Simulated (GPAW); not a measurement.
A calculation with GPAW 26.7.0 of Tl3Cu (ASE script, structure typed inline):

Contents of run.py:

```python
from ase import Atoms
from ase.dft.bandgap import bandgap
from ase.io import write
from ase.units import GPa
from gpaw import GPAW, PW

atoms = Atoms(['Tl', 'Tl', 'Tl', 'Cu'],
              cell=[[4.716998, 0.0, 0.0],
                    [0.0, 4.716998, 0.0],
                    [0.0, 0.0, 4.716998]],
              scaled_positions=[[0.5, 0.5, 0.0],
                                [0.5, 0.0, 0.5],
                                [0.0, 0.5, 0.5],
                                [0.0, 0.0, 0.0]],
              pbc=True)

calc = GPAW(mode=PW(600),
            xc='PBE',
            kpts={'size': (6, 6, 6), 'gamma': True},
            occupations={'name': 'fermi-dirac', 'width': 0.05},
            nbands=41,
            convergence={'density': 1e-05, 'energy': 1e-05},
            maxiter=150,
            txt='gpaw.txt')
atoms.calc = calc
energy = atoms.get_potential_energy()
forces = atoms.get_forces()
stress = atoms.get_stress()
calc.write('gs.gpw')
write('result.traj', atoms)
print(f'Energy: {energy:.6f} eV')
print('Forces (eV/A):')
print(forces.round(4))
print('Stress (GPa):', (stress / GPa).round(3))
print('Fermi level:', round(calc.get_fermi_level(), 4), 'eV')
print(f'Gap: {bandgap(calc)[0]:.4f} eV, direct: {bandgap(calc, direct=True)[0]:.4f} eV')
```

Potentials or basis: GPAW PAW data sets (gpaw-data 1.2.1), pw.

Command:

```bash
$ OMP_NUM_THREADS=1 python run.py
```

The cell comes from a database or a generator and needn't be the stable form of this composition.

Task: Write the same calculation in another form: cli, structure from a POSCAR.

Result: As run:

File POSCAR:

```
Tl3Cu
1.0
    4.7169980000      0.0000000000      0.0000000000
    0.0000000000      4.7169980000      0.0000000000
    0.0000000000      0.0000000000      4.7169980000
Tl Cu
3 1
Direct
    0.5000000000      0.5000000000      0.0000000000
    0.5000000000      0.0000000000      0.5000000000
    0.0000000000      0.5000000000      0.5000000000
    0.0000000000      0.0000000000      0.0000000000
```

Potentials or basis: GPAW PAW data sets (gpaw-data 1.2.1), pw.

The run is started by

```bash
$ OMP_NUM_THREADS=1 gpaw run POSCAR -p 'mode=PW(600),xc=PBE,kpts={size:(6,6,6),gamma:True},occupations={name:fermi-dirac,width:0.05},nbands=41,convergence={density:1e-05,energy:1e-05},maxiter=150,txt=gpaw.txt' --properties efs -w gs.gpw
```

Both were run:

|  | ASE script, structure typed inline | cli, structure from a POSCAR |
| --- | --- | --- |
| Pressure | -0.3 GPa | -0.3 GPa |
| Band gap on the k mesh | none (metal or under the smearing width) | none (metal or under the smearing width) |

Keys that steer only the numerical path or the files written may differ.

Caveat: with this Cu data set, volumes or pressures lay over 1.5 % or 2 GPa off other programs in two to four cells of ten.
